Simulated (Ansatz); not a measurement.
# CH5NSe: a ladder of functionals and wavefunction methods

One table from this session's results is given with a row withheld; the runs are named, their logs left out.

Program: Ansatz 0.2.0, Gaussian basis. Level of theory: functionals in def2-TZVPP, the program's frozen cores in correlated methods. These are calculated values, not measurements.

Levels to be run: LDA (SPW92), PBE-D4, revPBE-D4, BLYP-D4, r2SCAN-D4, B97M-V, PBE0-D4, B3LYP-D4, r2SCANh-D4, r2SCAN0-D4, HSE06-D4, BHLYP-D4, CAM-B3LYP-D4, LC-ωPBE, ωB97X-V, ωB97M-V, B2PLYP, PBE-QIDH; CCSD(T)/def2-SVP; CCSD(T)/def2-TZVPP; MP2/def2-QZVPP; extrapolation to the limit; RPA on PBE.

## The relaxed structure

The geometry comes from an earlier relaxation with PBE0-D4 in a triple-zeta def2 set; it is a stationary point, not always the lowest conformer.

SMILES `NC[SeH]`, 8 atoms, charge 0, spin multiplicity 1.

Atoms are counted from 1 here; the program's logs count them from 0.

Bond lengths: N1–C2 1.440 Å, N1–H4 1.014 Å, N1–H5 1.012 Å, C2–Se3 1.960 Å, C2–H6 1.095 Å, C2–H7 1.091 Å, Se3–H8 1.469 Å. Angles: C2–N1–H4 110.6°, C2–N1–H5 111.3°, H4–N1–H5 108.2°, N1–C2–Se3 112.2°, N1–C2–H6 116.4°, N1–C2–H7 109.2°, Se3–C2–H6 105.8°, Se3–C2–H7 104.7°, H6–C2–H7 107.8°, C2–Se3–H8 95.0°.

Set-up of the first run:

The input, in.yaml:

```yaml
crystal:
  periodic: [false, false, false]
  atoms:
    - {symbol: N, position_ang: [-0.391713, 0.384877, -1.042284]}
    - {symbol: C, position_ang: [0.438951, 0.222675, 0.122658]}
    - {symbol: Se, position_ang: [0.707593, -1.663620, 0.582278]}
    - {symbol: H, position_ang: [-0.436317, 1.359890, -1.316423]}
    - {symbol: H, position_ang: [-1.334496, 0.061559, -0.868577]}
    - {symbol: H, position_ang: [0.089842, 0.707009, 1.041088]}
    - {symbol: H, position_ang: [1.439097, 0.600201, -0.094383]}
    - {symbol: H, position_ang: [-0.420754, -1.729690, 1.519843]}
basis:
  gaussian: {orbitals: def2-TZVPP}
hamiltonian: {xc: lda}
output: {orbitals: {seedname: orbitals}}
```

Started as:

```
ansatz run in.yaml --threads 2 --pin off --events-out ev --progress --plain --max-ram 4352MiB
```

Steps of the session up to this table: LDA; PBE-D4 (GGA); revPBE-D4 (GGA); BLYP-D4 (GGA); r2SCAN-D4 (meta-GGA); B97M-V (meta-GGA); B3LYP-D4 (hybrid); r2SCANh-D4 (hybrid); r2SCAN0-D4 (hybrid); HSE06-D4 (hybrid); BHLYP-D4 (hybrid); CAM-B3LYP-D4 (range-separated); LC-ωPBE (range-separated); ωB97X-V (range-separated); ωB97M-V (range-separated); B2PLYP (double hybrid); PBE-QIDH (double hybrid).

One of the session's tables, all rows but one given; the rest of the session is left out.

It belongs to the step «Orbital energies across the functionals». 

```
  functional  HOMO (eV)  gap (eV)
 LDA (SPW92)      -5.54      4.59
      PBE-D4      -5.41      4.63
   revPBE-D4      -5.36      4.65
     BLYP-D4      -5.25      4.52
   r2SCAN-D4      -5.67      5.22
      B97M-V      -5.76      5.19
     PBE0-D4      -6.58      6.68
    B3LYP-D4      -6.35      6.16
  r2SCANh-D4      -6.10      5.97
  r2SCAN0-D4      -6.75      7.08
    HSE06-D4      -6.18      5.90
    BHLYP-D4      -7.60      8.49
CAM-B3LYP-D4      -7.90      8.94
     LC-ωPBE      -9.28     11.58
     ωB97X-V      -8.93     11.05
     ωB97M-V          ?         ?
```

Estimate the missing values for ωB97M-V.

The run gave: HOMO (eV): -8.80; gap (eV): 10.63. In the column «HOMO (eV)» it lies between ωB97X-V (-8.93) and CAM-B3LYP-D4 (-7.90).
